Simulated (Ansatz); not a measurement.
# Ga2S3: the cost of one run

All numbers are computed with the Python package of Ansatz 0.2.0. Level of theory: DFT PBEsol, plane waves, PAW.

**1. The system**

It takes space group Cc (No. 9, monoclinic). Conventional cell: a = 11.107 Å, b = 6.395 Å, c = 7.021 Å, α = 90.00°, β = 121.17°, γ = 90.00°. Ga (site symmetry 1) has 4 S at 2.19 to 2.33 Å in its first shell of neighbours. Ga (site symmetry 1) is surrounded by 4 S at 2.20 to 2.32 Å. Around S (site symmetry 1) lie 2 Ga at 2.19 to 2.20 Å. S (site symmetry 1) has 3 Ga at 2.31 to 2.32 Å in its first shell of neighbours. S (site symmetry 1) is surrounded by 3 Ga at 2.31 to 2.33 Å.

The script holds or builds the structure itself.

**2. The code**

Input file ga2s3.py:

```python
"""Band structure of Ga2S3."""

from pathlib import Path

import ansatz as az
import numpy as np
from pymatgen.core import Lattice, Structure
from pymatgen.io.ase import AseAtomsAdaptor

FUNCTIONAL = "pbesol"
MESH = (4, 4, 4)
OCCUPATIONS = "Fixed"
N_EMPTY = 8

pmg_structure = Structure(
    Lattice([[5.5535, -3.1975, 0.0], [5.5535, 3.1975, 0.0], [-3.633923, 0.0, 6.007416]]),
    ["Ga", "Ga", "Ga", "Ga", "S", "S", "S", "S", "S", "S"],
    [
        [0.63979, 0.44447, 0.12512],
        [0.44447, 0.63979, 0.62512],
        [0.2682, 0.13232, 0.11559],
        [0.13232, 0.2682, 0.61559],
        [0.9089, 0.0811, 0.9838],
        [0.0811, 0.9089, 0.4838],
        [0.4303, 0.2453, 0.4999],
        [0.2453, 0.4303, 0.9999],
        [0.5901, 0.7581, 0.0084],
        [0.7581, 0.5901, 0.5084],
    ],
)
crystal = az.Crystal.from_ase(AseAtomsAdaptor.get_atoms(pmg_structure))

# high-symmetry points in fractions of the reciprocal vectors
path = [
    ("C_2", (-0.6368, -0.3632, 0.0)),
    ("Y_2", (-0.5, -0.5, 0.0)),
    ("G", (0.0, 0.0, 0.0)),
    ("M_2", (-0.5, -0.5, 0.5)),
    ("D", (-0.72949, -0.27051, 0.5)),
]
setup = (
    crystal.calculation()
    .functional(FUNCTIONAL)
    .kpoints(*MESH, center="gamma")
    .occupations(OCCUPATIONS)
    .band_structure([point for _, point in path], intervals=6)  # levels along the path at the converged density
    .scf(extra_bands=N_EMPTY)
    .density()
    .potential()  # keep the local potentials
    .electron_localization_function()  # 1 for a lone pair or bond, 0.5 for a uniform gas
    .output_files(volumetric_format="npy")
    .stress()  # GPa
)
session = setup.session()
planned = session.plan(threads=1)
result = planned.execute()
rep = result.report

print(f"free energy      {rep['free_energy_ev']:.5f} eV")
print(f"per atom         {rep['free_energy_ev'] / len(result.lattice.sites):.5f} eV")
print(f"SCF iterations   {rep['n_iterations']}  (converged: {rep['converged']})")

folder = Path(result.write_results("fields"))
print("densities in e/A^3, potentials in eV, ELF without unit")
for name in sorted(p.name for p in folder.glob("*.npy")):
    field = np.load(folder / name)
    print(f"{name:16s} {str(field.shape):16s} min {field.min():10.4f}  mean {field.mean():10.4f}  max {field.max():10.4f}")

# the stress is positive in compression
stress = np.array(rep["stress_gpa"])
print(f"pressure {np.trace(stress) / 3:.3f} GPa")
print("stress tensor, GPa, positive in compression")
print(np.round(stress, 3) + 0.0)

bands = result.band_structure()
fermi = bands.fermi_energy_ev
print(f"zero of the bands: {fermi:.3f} eV, the Fermi level found on the SCF mesh")
levels = bands.channels[0].eigenvalues_ev - fermi
filled = round(rep["n_electrons"]) // 2
valence, conduction = levels[:, filled - 1], levels[:, filled]
print("k (fractions)              top valence  bottom conduction (eV)")
for k, lo, hi in zip(bands.kpoints_frac, valence, conduction):
    print(f"{k[0]:7.3f} {k[1]:7.3f} {k[2]:7.3f} {lo:12.3f} {hi:13.3f}")
print(f"on this path: least direct gap {np.min(conduction - valence):.3f} eV, least gap {conduction.min() - valence.max():.3f} eV")
```

**3. Launch**

Run with:

```bash
$ python ga2s3.py
```

**Question.** How long does this script take on 1 thread of Arm Neoverse V1, shared host, and how much memory does it need?

About 53 s, with a peak of 0.65 GiB.
